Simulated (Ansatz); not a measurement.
# C₃H₁₂GaOP: how energies converge with the basis set

One table from this session's results is given with a row withheld; the runs are named, their logs left out.

Method: one geometry, several basis sets; program: Ansatz 0.2.0, Gaussian basis.

Levels to be run: PBE0-D4/def2-SVP; ωB97M-V/def2-SVP; PBE0-D4/def2-QZVPP; ωB97M-V/def2-QZVPP; the functionals' def2-TZVPP values are taken from earlier runs.

**The relaxed structure**

An earlier PBE0-D4 in a triple-zeta def2 set relaxation fixed the geometry.

SMILES `C[O][Ga-]([CH3])([CH3])[PH3+]`, 18 atoms, charge 0, spin multiplicity 1.

Atoms are counted from 1 here; the program's logs count them from 0.

Bond lengths: C1–O2 1.394 Å, C1–H7 1.100 Å, C1–H8 1.097 Å, C1–H9 1.104 Å, O2–Ga3 1.840 Å, Ga3–C4 1.973 Å, Ga3–C5 1.967 Å, Ga3–P6 2.648 Å, C4–H10 1.092 Å, C4–H11 1.092 Å, C4–H12 1.093 Å, C5–H13 1.092 Å, C5–H14 1.093 Å, C5–H15 1.092 Å, P6–H16 1.417 Å, P6–H17 1.410 Å, P6–H18 1.409 Å. Angles: O2–C1–H7 112.8°, O2–C1–H8 109.5°, O2–C1–H9 113.1°, H7–C1–H8 107.4°, H7–C1–H9 106.7°, H8–C1–H9 107.0°, C1–O2–Ga3 121.4°, O2–Ga3–C4 116.0°, O2–Ga3–C5 111.5°, O2–Ga3–P6 80.3°, C4–Ga3–C5 128.6°, C4–Ga3–P6 105.0°, C5–Ga3–P6 101.1°, Ga3–C4–H10 111.2°, Ga3–C4–H11 111.6°, Ga3–C4–H12 110.1°, H10–C4–H11 108.5°, H10–C4–H12 107.6° and more.

Geometry (Å):

```
C     0.0016   -2.1548   -0.9626
O    -0.6895   -0.9452   -0.9253
Ga    0.1308    0.6100   -0.3844
C     2.0756    0.4980   -0.0709
C    -0.9503    2.1908   -0.8335
P    -0.9757   -0.1324    1.9039
H     0.8432   -2.1438   -1.6707
H    -0.6794   -2.9557   -1.2750
H     0.4163   -2.4467    0.0177
H     2.4113    1.2823    0.6110
H     2.3605   -0.4695    0.3471
H     2.6154    0.6261   -1.0130
H    -2.0077    1.9255   -0.8884
H    -0.6526    2.5884   -1.8071
H    -0.8253    2.9887   -0.0981
H    -0.9970    0.2639    3.2638
H    -0.7445   -1.5058    2.1238
H    -2.3700   -0.2081    1.7135
```

The first run:

in.yaml

```yaml
crystal:
  periodic: [false, false, false]
  atoms:
    - {symbol: C, position_ang: [0.001570, -2.154813, -0.962586]}
    - {symbol: O, position_ang: [-0.689496, -0.945249, -0.925309]}
    - {symbol: Ga, position_ang: [0.130812, 0.610026, -0.384358]}
    - {symbol: C, position_ang: [2.075591, 0.498016, -0.070871]}
    - {symbol: C, position_ang: [-0.950302, 2.190751, -0.833479]}
    - {symbol: P, position_ang: [-0.975712, -0.132436, 1.903865]}
    - {symbol: H, position_ang: [0.843156, -2.143772, -1.670734]}
    - {symbol: H, position_ang: [-0.679354, -2.955742, -1.274957]}
    - {symbol: H, position_ang: [0.416305, -2.446704, 0.017662]}
    - {symbol: H, position_ang: [2.411287, 1.282264, 0.611047]}
    - {symbol: H, position_ang: [2.360480, -0.469517, 0.347131]}
    - {symbol: H, position_ang: [2.615402, 0.626118, -1.013044]}
    - {symbol: H, position_ang: [-2.007678, 1.925543, -0.888433]}
    - {symbol: H, position_ang: [-0.652616, 2.588435, -1.807094]}
    - {symbol: H, position_ang: [-0.825340, 2.988696, -0.098096]}
    - {symbol: H, position_ang: [-0.996994, 0.263886, 3.263817]}
    - {symbol: H, position_ang: [-0.744515, -1.505796, 2.123751]}
    - {symbol: H, position_ang: [-2.369995, -0.208104, 1.713489]}
basis:
  gaussian: {orbitals: def2-SVP}
hamiltonian: {xc: pbe0, dispersion: d4}
output: {orbitals: {seedname: orbitals}}
```

Among the steps run: PBE0-D4 in def2-SVP; ωB97M-V in def2-SVP; PBE0-D4 in def2-QZVPP; ωB97M-V in def2-QZVPP.

One of the session's tables, all rows but one given; the rest of the session is left out.

It belongs to the step «Density functionals: the series». 

| functional | basis | HOMO (eV) | LUMO (eV) |
| --- | --- | --- | --- |
| PBE0-D4 | def2-SVP | -6.71 | 0.57 |
| PBE0-D4 | def2-TZVPP | -6.88 | 0.13 |
| PBE0-D4 | def2-QZVPP | -6.91 | -0.01 |
| ωB97M-V | def2-SVP | -9.04 | 2.49 |
| ωB97M-V | def2-TZVPP | -9.23 | 1.85 |
| ωB97M-V | def2-QZVPP | ? | ? |

**Question.** Estimate the row for ωB97M-V, def2-QZVPP.

As computed: HOMO (eV): -9.26; LUMO (eV): 1.20. In the column «HOMO (eV)» it is the lowest.
